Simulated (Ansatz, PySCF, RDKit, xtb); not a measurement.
# Isomers of C6H7BN2, a sample narrowed down, part 2 of 2

A sample of isomers of C6H7BN2 is drawn. Aim: find which of them has the lowest free energy at 298.15 K, then its properties. The sample is small against all isomers, and the most stable one of this formula need not be in it.

xtb, Ansatz and PySCF; isolated molecules.

**12. Putting it together**

Energies in kcal/mol from c117a; G adds the thermal terms to the CCSD(T)/def2-SVP + MP2/def2-TZVPP - MP2/def2-SVP energy. The columns left of the relaxed level are at the tight-binding geometries.

```
label                SMILES     spin  GFN2-xTB  HF/STO-3G  r2SCAN-D4/def2-SVP  B3LYP/def2-SVP  HF/def2-SVP  MP2/def2-SVP  CCSD(T)/def2-SVP + MP2/def2-TZVPP - MP2/def2-SVP     G  share at equilibrium     T1
c117a  N#C[BH2-][n+]1ccccc1  singlet       0.0        0.0                 0.0             0.0          0.0           0.0                                               0.0   0.0               100.0 %  0.014
c033c        C=CC#CB(C#N)NC  singlet      45.9       28.1                26.4            21.8         17.6          24.6                                              22.1  19.2               < 0.1 %  0.015
c274a  [BH3-][n+]1ccccc1C#N  singlet       4.7       30.1                24.3            26.2         33.8          25.0                                              28.1  27.3               < 0.1 %  0.013
```

Lowest found: c117a, `N#C[BH2-][n+]1ccccc1`, a singlet. Bond lengths: C2–C3 1.391 Å, C3–C4 1.397 Å, C4–C5 1.397 Å, C5–C6 1.391 Å, C1–B7 1.584 Å, C1–N8 1.162 Å, C2–N9 1.346 Å, C6–N9 1.346 Å, B7–N9 1.623 Å, B7–H10 1.218 Å, B7–H11 1.218 Å, C2–H12 1.091 Å, C3–H13 1.091 Å, C4–H14 1.093 Å, C5–H15 1.091 Å, C6–H16 1.091 Å. Some angles: C2–C3–C4 119.0°, C3–C2–N9 121.8°, C3–C4–C5 118.8°, C4–C5–C6 119.0°, C5–C6–N9 121.8°, C1–B7–N9 107.0°, B7–C1–N8 179.3°, C2–N9–C6 119.7°, C2–N9–B7 120.1°, C6–N9–B7 120.2°.

```xyz
16

C     1.5939   -0.0598   -2.1085
C    -0.2526   -1.8132    0.0606
C    -0.9228   -1.7844    1.2792
C    -0.2203   -1.4175    2.4292
C     1.1326   -1.0899    2.3162
C     1.7361   -1.1411    1.0638
B     1.7838   -1.5041   -1.4865
N     1.4469    1.0041   -2.5533
N     1.0513   -1.4961   -0.0387
H     1.2261   -2.3584   -2.1520
H     2.9575   -1.7554   -1.2795
H    -0.7433   -2.0923   -0.8729
H    -1.9807   -2.0490    1.3174
H    -0.7202   -1.3877    3.4001
H     1.7230   -0.7974    3.1860
H     2.7883   -0.8987    0.9087
```

**13. Density, orbitals and dipole (PBE0/def2-SVPD)**

File input.yaml:

```yaml
crystal:
  periodic: [false, false, false]
  atoms:
    - {symbol: C, position_ang: [1.593922, -0.059792, -2.108496]}
    - {symbol: C, position_ang: [-0.252611, -1.813212, 0.060579]}
    - {symbol: C, position_ang: [-0.922838, -1.784410, 1.279177]}
    - {symbol: C, position_ang: [-0.220288, -1.417489, 2.429160]}
    - {symbol: C, position_ang: [1.132622, -1.089857, 2.316207]}
    - {symbol: C, position_ang: [1.736086, -1.141098, 1.063820]}
    - {symbol: B, position_ang: [1.783789, -1.504116, -1.486470]}
    - {symbol: "N", position_ang: [1.446946, 1.004083, -2.553280]}
    - {symbol: N, position_ang: [1.051319, -1.496106, -0.038668]}
    - {symbol: H, position_ang: [1.226071, -2.358433, -2.151967]}
    - {symbol: H, position_ang: [2.957525, -1.755440, -1.279516]}
    - {symbol: H, position_ang: [-0.743331, -2.092291, -0.872884]}
    - {symbol: H, position_ang: [-1.980743, -2.048971, 1.317425]}
    - {symbol: H, position_ang: [-0.720226, -1.387708, 3.400128]}
    - {symbol: H, position_ang: [1.723006, -0.797442, 3.186011]}
    - {symbol: H, position_ang: [2.788321, -0.898728, 0.908720]}
basis:
  gaussian:
    orbitals: def2-SVPD
hamiltonian:
  xc: {name: PBE0}
output: {forces: true, orbitals: {seedname: orbitals}}
```

Started as:

```bash
ansatz run input.yaml --threads 4 --pin off --max-ram 7830MiB --events-out events.jsonl --progress --plain --runs-dir runs
```

What it wrote, cut to the lines that bear on the results:

```text
Warning: RAYON_NUM_THREADS=4 ignored (pool sized by the plan → 4); use --threads N
Functional definition: PBE0
  name "PBE0"
[...]
1971 factors; their error is unknown
[...]
mean field -9973.58650206 eV, -366.5225436111 hartree, gradient 3.3e-5 eV, S^2 0.000000; 0 other end points of the search recorded, 0 dependent functions left out
[...]
reference -9973.58654067 eV, -366.5225450300 hartree; 31, 31 occupied and 205, 205 virtual orbitals, 1971 factors
[...]
Atom 11 at    -0.743331    -2.092291    -0.872884 Å, force     0.036546     0.021899     0.041668 eV/Å
Atom 12 at    -1.980743    -2.048971     1.317425 Å, force     0.056847     0.013219    -0.008781 eV/Å
Atom 13 at    -0.720226    -1.387708     3.400128 Å, force     0.024725    -0.001693    -0.047790 eV/Å
Atom 14 at     1.723006    -0.797442     3.186011 Å, force    -0.026265    -0.014842    -0.050653 eV/Å
Atom 15 at     2.788321    -0.898728     0.908720 Å, force    -0.058150    -0.010149    -0.005942 eV/Å
Dipole moment:    -0.602852    -0.743994     1.710310 e Å
```

Run time: 8.4 s. Hardware: 4 threads of Arm Neoverse V1, shared host; peak memory 0.85 GiB.

**14. Electronic excitations (TD-PBE0/def2-SVPD)**

An in-house driver calls PySCF's response routines at TD-PBE0/def2-SVPD; it has no typed input.

What it wrote:

```text
coarse grid: 14072 points
cycle   1  E = -366.4242837081  dE =  1.212e+00  |g| = 4.017e-01  |ddm| = 1.108e+01
cycle   2  E = -366.3572358216  dE =  6.705e-02  |g| = 7.043e-01  |ddm| = 2.243e+00
cycle   3  E = -366.4671716893  dE = -1.099e-01  |g| = 1.558e-01  |ddm| = 1.108e+00
cycle   4  E = -366.4732628015  dE = -6.091e-03  |g| = 4.048e-02  |ddm| = 3.161e-01
cycle   5  E = -366.4735504289  dE = -2.876e-04  |g| = 2.037e-02  |ddm| = 9.631e-02
cycle   6  E = -366.4736638159  dE = -1.134e-04  |g| = 4.616e-03  |ddm| = 5.974e-02
cycle   7  E = -366.4736683862  dE = -4.570e-06  |g| = 1.483e-03  |ddm| = 1.144e-02
final grid: 138048 points
cycle   8  E = -366.5225694175  dE = -4.493e-05  |g| = 7.057e-03  |ddm| = 2.273e-01
cycle   9  E = -366.5225620026  dE =  7.415e-06  |g| = 9.373e-03  |ddm| = 4.941e-02
cycle  10  E = -366.5225817578  dE = -1.976e-05  |g| = 2.064e-03  |ddm| = 2.372e-02
cycle  11  E = -366.5225827617  dE = -1.004e-06  |g| = 4.487e-04  |ddm| = 4.264e-03
cycle  12  E = -366.5225827992  dE = -3.747e-08  |g| = 2.193e-04  |ddm| = 1.254e-03
cycle  13  E = -366.5225828078  dE = -8.649e-09  |g| = 7.501e-05  |ddm| = 4.443e-04
cycle  14  E = -366.5225828091  dE = -1.291e-09  |g| = 2.687e-05  |ddm| = 2.083e-04
cycle  15  E = -366.5225828093  dE = -1.974e-10  |g| = 5.676e-06  |ddm| = 1.127e-04
converged SCF energy = -366.5225828093

Static polarisability (au): isotropic 94.115, principal 73.282 93.577 115.485

Singlet excitations
state   eV       nm        f      main configurations
  1   4.2878    289.2   0.00046   H->L 0.99
  2   4.9161    252.2   0.00392   H-1->L 0.99
  3   5.0549    245.3   0.00608   H->L+1 0.98
  4   5.4149    229.0   0.03876   H-3->L 0.69, H-2->L+1 0.17, H-5->L+1 0.10
  5   5.4600    227.1   0.07422   H-2->L 0.96
  6   5.6462    219.6   0.00168   H-1->L+1 0.96
  7   5.9617    208.0   0.00019   H-4->L 0.99
  8   6.2025    199.9   0.01390   H-5->L 0.79, H-3->L+1 0.16

Triplet excitations (Tamm-Dancoff, eV): 4.1250 4.1774 4.3435
```

It took 18 s on 4 threads of Arm Neoverse V1, shared host; peak memory 1.3 GiB.

The roots found:

```
excited state  energy (eV)  strength
            1        4.288    0.0005
            2        4.916    0.0039
            3        5.055    0.0061
            4        5.415    0.0388
            5        5.460    0.0742
            6        5.646    0.0017
            7        5.962    0.0002
            8        6.202    0.0139
```

**15. NMR shieldings (GIAO PBE0/pcSseg-1)**

An in-house driver calls PySCF's response routines at GIAO PBE0/pcSseg-1; it has no typed input.

What it wrote:

```text
coarse grid: 14072 points
cycle   1  E = -366.6273482799  dE =  1.290e+00  |g| = 4.158e-01  |ddm| = 3.732e+00
cycle   2  E = -366.5591378602  dE =  6.821e-02  |g| = 7.230e-01  |ddm| = 9.634e-01
cycle   3  E = -366.6719166796  dE = -1.128e-01  |g| = 1.598e-01  |ddm| = 5.522e-01
cycle   4  E = -366.6782191260  dE = -6.302e-03  |g| = 4.046e-02  |ddm| = 1.653e-01
cycle   5  E = -366.6784958627  dE = -2.767e-04  |g| = 2.074e-02  |ddm| = 3.840e-02
cycle   6  E = -366.6786093353  dE = -1.135e-04  |g| = 4.567e-03  |ddm| = 2.043e-02
cycle   7  E = -366.6786135390  dE = -4.204e-06  |g| = 1.684e-03  |ddm| = 4.050e-03
final grid: 138048 points
cycle   8  E = -366.7283679507  dE = -4.410e-05  |g| = 7.386e-03  |ddm| = 4.172e-02
cycle   9  E = -366.7283609022  dE =  7.049e-06  |g| = 9.641e-03  |ddm| = 1.459e-02
cycle  10  E = -366.7283808959  dE = -1.999e-05  |g| = 2.220e-03  |ddm| = 7.646e-03
cycle  11  E = -366.7283820179  dE = -1.122e-06  |g| = 4.758e-04  |ddm| = 1.716e-03
cycle  12  E = -366.7283820574  dE = -3.946e-08  |g| = 2.361e-04  |ddm| = 3.999e-04
cycle  13  E = -366.7283820675  dE = -1.008e-08  |g| = 7.168e-05  |ddm| = 1.686e-04
cycle  14  E = -366.7283820686  dE = -1.168e-09  |g| = 2.593e-05  |ddm| = 8.240e-05
cycle  15  E = -366.7283820688  dE = -1.803e-10  |g| = 5.874e-06  |ddm| = 2.590e-05
converged SCF energy = -366.7283820688

GIAO shielding tensors (ppm)
atom      isotropic    diamagn.    paramagn.     s11        s22        s33       span
  0 C       48.272     262.859    -214.587    -73.591    -70.955    289.362    362.953
  1 C       27.358     252.716    -225.358    -73.744     12.710    143.108    216.853
  2 C       52.723     257.687    -204.963    -58.114     40.249    176.036    234.150
  3 C       37.306     254.428    -217.122    -79.197      8.084    183.030    262.227
  4 C       52.724     258.042    -205.318    -58.096     40.250    176.018    234.115
  5 C       27.377     250.053    -222.676    -73.698     12.934    142.897    216.595
  6 B      119.424     185.770     -66.346     95.218    117.962    145.090     49.872
  7 N      -75.514     340.415    -415.929   -251.892   -241.688    267.038    518.930
  8 N      -17.126     335.414    -352.540   -156.505   -146.594    251.722    408.227
  9 H       28.082      27.641       0.441     25.451     28.152     30.644      5.193
 10 H       28.094      27.255       0.839     25.429     28.211     30.642      5.214
 11 H       22.400      32.262      -9.862     17.799     21.772     27.628      9.829
 12 H       23.617      30.771      -7.153     20.527     23.779     26.546      6.019
 13 H       23.174      29.354      -6.180     20.279     23.065     26.177      5.898
 14 H       23.620      29.383      -5.763     20.531     23.783     26.546      6.015
 15 H       22.403      30.494      -8.091     17.800     21.790     27.619      9.819
```

Run time: 10 s. Hardware: 4 threads of Arm Neoverse V1, shared host; peak memory 1.5 GiB.

Isotropic shieldings, averaged over atoms that the bond graph makes equivalent (absolute, not shifts):

```csv
atoms,shielding (ppm)
C1,48.3
"C2, C6",27.4
"C3, C5",52.7
C4,37.3
B7,119.4
N8,-75.5
N9,-17.1
"H10, H11",28.09
"H12, H16",22.40
"H13, H15",23.62
H14,23.17
```

**16. The cation at the same geometry (PBE0/def2-SVPD)**

input.yaml, as its differences from that of step 13:

```diff
@@ -11,3 +11,3 @@
     - {symbol: "N", position_ang: [1.446946, 1.004083, -2.553280]}
-    - {symbol: N, position_ang: [1.051319, -1.496106, -0.038668]}
+    - {symbol: "N", position_ang: [1.051319, -1.496106, -0.038668]}
     - {symbol: H, position_ang: [1.226071, -2.358433, -2.151967]}
@@ -20,6 +20,5 @@
 basis:
-  gaussian:
-    orbitals: def2-SVPD
-hamiltonian:
-  xc: {name: PBE0}
-output: {forces: true, orbitals: {seedname: orbitals}}
+  gaussian: {orbitals: def2-SVPD}
+total_charge: 1
+magnetization: {spin_polarized: true, initial_magnetization: 1}
+hamiltonian: {xc: {name: PBE0}}
```

Started as:

```bash
ansatz run input.yaml --threads 4 --pin off --max-ram 7830MiB --events-out events.jsonl --progress --plain --runs-dir runs
```

What it wrote, cut to the lines that bear on the results:

```text
Warning: RAYON_NUM_THREADS=4 ignored (pool sized by the plan → 4); use --threads N
Functional definition: PBE0
  name "PBE0"
[...]
1971 factors; their error is unknown
[...]
mean field -9963.66801047 eV, -366.1580457682 hartree, gradient 2.1e-5 eV, S^2 0.762351; 7 other end points of the search recorded, 0 dependent functions left out
reference -9963.66805085 eV, -366.1580472518 hartree; 31, 30 occupied and 205, 206 virtual orbitals, 1971 factors
Total energy: -9963.66805085 eV, -366.1580472518 hartree
```

It took 21 s on 4 threads of Arm Neoverse V1, shared host; peak memory 1.1 GiB.

Difference from the parent: 9.92 eV.

**17. The anion at the same geometry (PBE0/def2-SVPD)**

File input.yaml:

```yaml
crystal:
  periodic: [false, false, false]
  atoms:
    - symbol: C
      position_ang: [1.593922, -0.059792, -2.108496]
    - symbol: C
      position_ang: [-0.252611, -1.813212, 0.060579]
    - symbol: C
      position_ang: [-0.922838, -1.784410, 1.279177]
    - symbol: C
      position_ang: [-0.220288, -1.417489, 2.429160]
    - symbol: C
      position_ang: [1.132622, -1.089857, 2.316207]
    - symbol: C
      position_ang: [1.736086, -1.141098, 1.063820]
    - symbol: B
      position_ang: [1.783789, -1.504116, -1.486470]
    - symbol: "N"
      position_ang: [1.446946, 1.004083, -2.553280]
    - symbol: "N"
      position_ang: [1.051319, -1.496106, -0.038668]
    - symbol: H
      position_ang: [1.226071, -2.358433, -2.151967]
    - symbol: H
      position_ang: [2.957525, -1.755440, -1.279516]
    - symbol: H
      position_ang: [-0.743331, -2.092291, -0.872884]
    - symbol: H
      position_ang: [-1.980743, -2.048971, 1.317425]
    - symbol: H
      position_ang: [-0.720226, -1.387708, 3.400128]
    - symbol: H
      position_ang: [1.723006, -0.797442, 3.186011]
    - symbol: H
      position_ang: [2.788321, -0.898728, 0.908720]
basis:
  gaussian:
    orbitals: def2-SVPD
total_charge: -1
magnetization:
  spin_polarized: true
  initial_magnetization: 1
hamiltonian:
  xc: pbe0
scf:
  lower_state_search: "off"
```

Started as:

```bash
ansatz run input.yaml --threads 4 --pin off --max-ram 7830MiB --events-out events.jsonl --progress --plain --runs-dir runs
```

What it wrote, cut to the lines that bear on the results:

```text
Warning: RAYON_NUM_THREADS=4 ignored (pool sized by the plan → 4); use --threads N
Functional definition: PBE0
  name "PBE0"
[...]
1971 factors; their error is unknown
[...]
mean field -9974.39573654 eV, -366.5522824297 hartree, gradient 7.1e-6 eV, S^2 0.766027; 0 other end points of the search recorded, 0 dependent functions left out
reference -9974.39578564 eV, -366.5522842338 hartree; 32, 31 occupied and 204, 205 virtual orbitals, 1971 factors
Total energy: -9974.39578564 eV, -366.5522842338 hartree
Checks for a lower state left out: stability, starts, cluster_reference, orbital_swaps, neighbouring_geometries, increment
```

Run time: 8.4 s. Hardware: 4 threads of Arm Neoverse V1, shared host; peak memory 0.94 GiB.

Parent less the species with the added electron: 0.81 eV.

**18. The triplet at the same geometry (PBE0/def2-SVPD)**

File input.yaml:

```yaml
crystal:
  periodic: [false, false, false]
  atoms:
    - {symbol: C, position_ang: [1.593922, -0.059792, -2.108496]}
    - {symbol: C, position_ang: [-0.252611, -1.813212, 0.060579]}
    - {symbol: C, position_ang: [-0.922838, -1.784410, 1.279177]}
    - {symbol: C, position_ang: [-0.220288, -1.417489, 2.429160]}
    - {symbol: C, position_ang: [1.132622, -1.089857, 2.316207]}
    - {symbol: C, position_ang: [1.736086, -1.141098, 1.063820]}
    - {symbol: B, position_ang: [1.783789, -1.504116, -1.486470]}
    - {symbol: N, position_ang: [1.446946, 1.004083, -2.553280]}
    - {symbol: "N", position_ang: [1.051319, -1.496106, -0.038668]}
    - {symbol: H, position_ang: [1.226071, -2.358433, -2.151967]}
    - {symbol: H, position_ang: [2.957525, -1.755440, -1.279516]}
    - {symbol: H, position_ang: [-0.743331, -2.092291, -0.872884]}
    - {symbol: H, position_ang: [-1.980743, -2.048971, 1.317425]}
    - {symbol: H, position_ang: [-0.720226, -1.387708, 3.400128]}
    - {symbol: H, position_ang: [1.723006, -0.797442, 3.186011]}
    - {symbol: H, position_ang: [2.788321, -0.898728, 0.908720]}
basis:
  gaussian:
    orbitals: def2-SVPD
magnetization:
  spin_polarized: true
  initial_magnetization: 2
hamiltonian:
  xc: {name: PBE0}
```

Started as:

```bash
ansatz run input.yaml --threads 4 --pin off --max-ram 7830MiB --events-out events.jsonl --progress --plain --runs-dir runs
```

What it wrote, cut to the lines that bear on the results:

```text
Warning: RAYON_NUM_THREADS=4 ignored (pool sized by the plan → 4); use --threads N
Functional definition: PBE0
  name "PBE0"
[...]
1971 factors; their error is unknown
[...]
mean field -9969.41850021 eV, -366.3693723683 hartree, gradient 1.3e-5 eV, S^2 2.035702; 7 other end points of the search recorded, 0 dependent functions left out
reference -9969.41853970 eV, -366.3693738194 hartree; 32, 30 occupied and 204, 206 virtual orbitals, 1971 factors
Total energy: -9969.41853970 eV, -366.3693738194 hartree
```

Run time: 32 s. Hardware: 4 threads of Arm Neoverse V1, shared host; peak memory 1.1 GiB.

It lies 4.17 eV above the singlet.

**19. Outcome**

This closing draws on all 2 parts.

```
                                           quantity                                                                   value
                             lowest structure found                                           N#C[BH2-][n+]1ccccc1, singlet
                                      next finalist                      C=CC#CB(C#N)NC, singlet, 19.2 kcal/mol higher in G
          share at equilibrium, among the finalists                                                                 100.0 %
                                             funnel  11 starts, 8 minima at GFN2-xTB, 7 screening runs, 3 relaxed, 3 ranked
                               CPU time of all runs                                                                  30 min
                     dipole moment (PBE0/def2-SVPD)                                                                  9.41 D
                       HOMO energy (PBE0/def2-SVPD)                                                                -7.86 eV
                       LUMO energy (PBE0/def2-SVPD)                                                                -2.58 eV
                     HOMO–LUMO gap (PBE0/def2-SVPD)                                                                 5.27 eV
              lowest excitation (TD-PBE0/def2-SVPD)                                                     4.29 eV (f = 0.000)
       strongest of the states computed, same level                                                     5.46 eV (f = 0.074)
lowest triplet excitation, same level, Tamm-Dancoff                                                                 4.12 eV
                         vertical ionisation energy                                                                 9.92 eV
                         vertical electron affinity                                                                 0.81 eV
                      vertical triplet less singlet                                                                +4.17 eV
```

**Reading.** The lowest structure found is `N#C[BH2-][n+]1ccccc1`. Among the finalists first place is clear (19.2 kcal/mol); structures outside the list aren't covered. GFN2-xTB, HF/STO-3G, r2SCAN-D4/def2-SVP, B3LYP/def2-SVP, HF/def2-SVP and MP2/def2-SVP already put its bonding pattern lowest among the structures in one piece. The largest share of the time went into the final energies (54 %). Lowest found is not proven lowest: the search is finite, and each finalist counts with one conformer. Only 7 drawn patterns were tried, so whole families of isomers are missing, and the result ranks this sample alone. The lowest isomer need not be the one that is made and kept in a bottle, which depends on barriers.
